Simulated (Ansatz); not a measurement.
**InH3 (SMILES [InH3]): a relaxed scan of the bond length In1–H2**

The task here is to estimate one member of a computed series from the others.

Method: single points in def2-TZVPP; program: Ansatz 0.2.0, Gaussian basis.

Levels: PBE-D4, r2SCAN-D4, PBE0-D4, B3LYP-D4, wB97M-V, Hartree-Fock, MP2, CCSD, CCSD(T). The scan takes 1.483, 1.533, 1.608, 1.695, 1.791, 1.894, 2.005, 2.120, 2.241 Å.

Correlated methods freeze the cores. Filled d shells of the heavier atoms are correlated. Core potentials replace the inner electrons past krypton, and spin-orbit coupling is left out. B3LYP uses VWN-RPA correlation.

119 further runs of the same task are left out: 119 set aside as unsound or not needed.

### The system as given

The minimum, relaxed at PBE0-D4: SMILES `[InH3]`, 4 atoms, charge 0, spin multiplicity 1.

Atoms are counted from 1 here; the program's logs count them from 0.

Bond lengths: In1–H2 1.724 Å, In1–H3 1.724 Å, In1–H4 1.724 Å. Angles: H2–In1–H3 120.0°, H2–In1–H4 120.0°, H3–In1–H4 120.0°.

Coordinates:

| atom | x (Å) | y (Å) | z (Å) |
| --- | --- | --- | --- |
| In1 | 0.0139 | -0.0151 | -0.0051 |
| H2 | 0.4155 | 1.5160 | 0.6782 |
| H3 | -1.0956 | -0.1073 | -1.3214 |
| H4 | 0.7218 | -1.4540 | 0.6280 |

Energies of the minimum (eV), from earlier single points: PBE-D4 -5221.39957, r2SCAN-D4 -5223.45263, PBE0-D4 -5221.50345, B3LYP-D4 -5223.72524, wB97M-V -5219.81980, CCSD(T) -5203.87423.

At the minimum the bond length In1–H2 is 1.724 Å.

The first run:

Input file relax/in.yaml:

```yaml
crystal:
  periodic: [false, false, false]
  atoms:
    - {symbol: In, position_ang: [0.013866, -0.015080, -0.005056]}
    - {symbol: H, position_ang: [0.359314, 1.301942, 0.582658]}
    - {symbol: H, position_ang: [-1.095589, -0.107258, -1.321445]}
    - {symbol: H, position_ang: [0.721766, -1.453951, 0.628025]}
basis:
  gaussian: {orbitals: def2-TZVP}
hamiltonian: {xc: pbe0, dispersion: d4}
relax: {f_tol: 0.005, max_steps: 200, constraints: [{distance: [0, 1]}]}
```

Launch:

```console
ansatz run in.yaml --threads 2 --pin off --events-out ev --progress --plain --max-ram 4352MiB
```

Steps of the session up to this table: In1–H2 = 1.483 Å; In1–H2 = 1.533 Å; In1–H2 = 1.608 Å; In1–H2 = 1.695 Å; In1–H2 = 1.791 Å; In1–H2 = 1.894 Å; In1–H2 = 2.005 Å; In1–H2 = 2.120 Å; In1–H2 = 2.241 Å.

One of the session's tables, all rows but one given; the rest of the session is left out.

Energies less that of the minimum at the same level (meV):

| bond length (Å) | PBE-D4 | PBE0-D4 | B3LYP-D4 | wB97M-V | Hartree-Fock |
| --- | --- | --- | --- | --- | --- |
| 1.483 | 503 | 484 | 496 | 465 | 559 |
| 1.533 | 300 | 282 | 293 | 266 | 334 |
| 1.608 | 106 | 93 | 100 | 83 | 119 |
| 1.695 | 9 | 5 | 7 | 2 | 10 |
| 1.724 (minimum) | 0 | 0 | 0 | 0 | 0 |
| 1.791 | 15 | 24 | 20 | 31 | 17 |
| 1.894 | ? | ? | ? | ? | ? |
| 2.005 | 281 | 328 | 307 | 359 | 325 |
| 2.120 | 497 | 567 | 533 | 616 | 583 |
| 2.241 | 747 | 843 | 793 | 913 | 886 |

**Question.** Estimate the row for bond length (Å) = 1.894.

Worked estimate for «PBE-D4». A straight line through the neighbours (1.791, 15) and (2.005, 281) gives 15 + (281 − 15) × (1.894 − 1.791) / (2.005 − 1.791) = 143; a parabola fitted to 4 rows on both sides gives 113.

As computed: PBE-D4: 111; PBE0-D4: 137; B3LYP-D4: 126; wB97M-V: 155; Hartree-Fock: 127. In «PBE-D4» the line misses by +32 and the parabola by +2.

Caveats from the session: A polynomial through the near points puts the CCSD(T) minimum 0.007 Å below the PBE0-D4 value.
